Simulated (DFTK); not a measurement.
Write the native input for DFTK 0.8.2 that does the following.

- Task: single point
- Functional: PBE
- Potentials or basis: dojo.nc.sr.pbe.v0_4_1.standard.upf (PBE)
- Cutoff: 1143 eV
- k mesh: 10 × 10 × 1
- Occupations: fermi-dirac, width 0.05 eV
- Spin: no spin polarisation
- Valence electrons: Pt 18
- SCF tolerance on the density: 1e-06

Pt, a sheet with vacuum:

```
CELL_PARAMETERS angstrom
2.52308 0.00000 0.00000
0.00000 2.52308 0.00000
0.00000 0.00000 23.80000
ATOMIC_POSITIONS crystal
Pt 0.00000 0.00000 0.29412
```

The cell was built by a generator and needn't be a form met in nature.

One way to write it, as run:

run.jl

```julia
using DFTK
using PseudoPotentialData
using Unitful, UnitfulAtomic
using LinearAlgebra, Printf
include("save.jl")
disable_threading()

# lattice vectors are the columns
lattice = austrip(1u"Å") * [       2.52308            0.0            0.0;
                      0.0        2.52308            0.0;
                      0.0            0.0           23.8]
symbols   = [:Pt]
positions = [[0.0, 0.0, 0.29412]]
pseudopotentials = PseudoFamily("dojo.nc.sr.pbe.v0_4_1.standard.upf")
elements = Dict(s => ElementPsp(s, pseudopotentials) for s in unique(symbols))
atoms    = [elements[s] for s in symbols]

build_model(lattice, positions; symmetries=true) =
    model_DFT(lattice, atoms, positions;
              functionals=PBE(),
              temperature=austrip(0.05u"eV"),
              smearing=Smearing.FermiDirac(),
              symmetries)
Ecut  = 42.0  # hartree
kgrid = [10, 10, 1]
tol   = 1e-6
to_GPa = ustrip(uconvert(u"GPa", 1u"hartree/bohr^3"))

model = build_model(lattice, positions)
basis = PlaneWaveBasis(model; Ecut, kgrid)
display(basis)
scfres = self_consistent_field(basis;
                               tol,
                               nbandsalg=AdaptiveBands(model; n_bands_converge=14))
display(scfres.energies)
@printf "Fermi level: %.6f eV\n" ustrip(auconvert(u"eV", something(scfres.εF, NaN)))
forces = compute_forces_cart(scfres)
println("Forces (eV/Å)")
for (s, f) in zip(symbols, forces)
    @printf "%-3s %12.6f %12.6f %12.6f\n" s ustrip.(auconvert.(u"eV/Å", f))...
end
stress = compute_stresses_cart(scfres)
println("Stress (GPa)")
display(round.(stress * to_GPa; digits=4))
println("Levels at the first k-point (eV): ", round.(ustrip.(auconvert.(u"eV", scfres.eigenvalues[1][1:scfres.n_bands_converge])); digits=4))
save_scf!(scfres; forces, stress)
```

Potentials or basis: dojo.nc.sr.pbe.v0_4_1.standard.upf (PBE).

Command:

```sh
$ julia --threads=1 run.jl  # save.jl only writes the numbers to a file and isn't shown; printed stress counts tension as positive; times include loading and compiling
```

Results of the run:

```
Band gap on the k mesh : none (metal or under the smearing width)
```

Caveat: there is no dipole correction across the vacuum.

Wall time 6.7 min on 1 thread of Intel(R) Xeon(R) Platinum 8259CL CPU @ 2.50GHz (Skylake/Cascade Lake), on a shared host, peak memory 2.4 GiB.
